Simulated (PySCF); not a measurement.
# NSc (ScN): the cost of one run

Programs: PySCF 2.14.0, with density-fitted response routines of our own. Each step states its level of theory. These are calculated values for one molecule, in the gas phase or a continuum, unless marked as measured. Atoms are numbered from 0 throughout.

## 1. The molecule as given

2 atoms, charge 0, multiplicity 1; geometry from: GFN2-xTB. The atoms were then displaced at random by about 0.01 Å, so the start is not that level's minimum.

Bonds of the start (Å): N0–Sc1 1.86.

## 2. Relaxing the molecule at PBE0-D3(BJ)/def2-TZVP

What the job is given:

```
{"job": {"xc": "PBE0", "basis": "def2-TZVP", "d3": "d3bj", "grid": 2, "shake": 0.01, "kind": "geom"}, "charge": 0, "multiplicity": 1}
N      0.938370    -0.028550     0.001460
Sc    -0.920880    -0.000260    -0.013590
```

On the command line:

```console
> OMP_NUM_THREADS=1 python probes_run.py task.json out
```

This one command runs all jobs of the session in turn.

Q: Estimate the wall time and peak memory of this first job on 1 thread of Arm Neoverse V1, shared host.

About 6.8 s, with a peak of 0.31 GiB.
